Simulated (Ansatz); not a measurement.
## LiSn3, space group I4/mmm: a comparison of functionals at one structure, step by step

Program: Ansatz's Python interface.

The cells in order, each with its output:

**Cell 1**
```python
import csv
import warnings

import ansatz
from pymatgen.core import Lattice, Structure
from pymatgen.io.ase import AseAtomsAdaptor
```

**Cell 2**
```python
warnings.simplefilter('ignore', ansatz.DeckWarning)

pmg_structure = Structure(
    Lattice([(-2.275362, 2.275362, 4.74358), (2.275362, -2.275362, 4.74358), (2.275362, 2.275362, -4.74358)]),
    ['Li', 'Sn', 'Sn', 'Sn'],
    [
        (0.0, 0.0, 0.0),
        (0.75, 0.25, 0.5),
        (0.25, 0.75, 0.5),
        (0.5, 0.5, 0.0),
    ],
)
cell = ansatz.Crystal.from_ase(AseAtomsAdaptor.get_atoms(pmg_structure))

len(cell.resolved().sites)
```
Output:
```text
4
```

**Cell 3**
```python
calc = (
    cell.calculation()
    .kpoints(7, 7, 7)
    .occupations(ansatz.OccupationsMethod.FERMI_DIRAC, width=0.15)
)
```

**Cell 4**
```python
rows = []
for value in ['lda', 'pbesol', 'blyp']:
    data = calc.functional(value).run(threads=1).report
    rows.append((value, data['free_energy_ev'] / len(data['lattice']['sites']), data['n_iterations'], data['n_kpoints']))

with open('xc.csv', 'w', newline='') as handle:
    writer = csv.writer(handle)
    writer.writerow(['functional', 'F/atom (eV)', 'iterations', 'k-points'])
    writer.writerows([round(v, 5) if isinstance(v, float) else v for v in row] for row in rows)
print(open('xc.csv').read())
```
Output:
```text
functional,F/atom (eV),iterations,k-points
lda,-4460.22572,7,40
pbesol,-4513.25793,7,40
blyp,-4581.71344,7,40
```

Caveats:
- BLYP can be off by several per cent in the lattices of metals, and by several GPa in the pressure at a fixed cell.
- The mesh is modest for a metal, so energies can be off by several to tens of meV an atom and pressures by half a GPa or more; differences at equal mesh fare better.
- A Fermi-Dirac width this large means warm electrons, whose thermal share enters the free energy.
- This cell is a computed structure, which may not be the phase found in nature.
- Total energies of different functionals can't be compared; pressures, moments and gaps at this one structure can.
- Timing: 5.7 s on 1 thread of AMD EPYC 9R45 96-Core Processor (Zen 5) (shared host), peak memory 0.55 GiB.
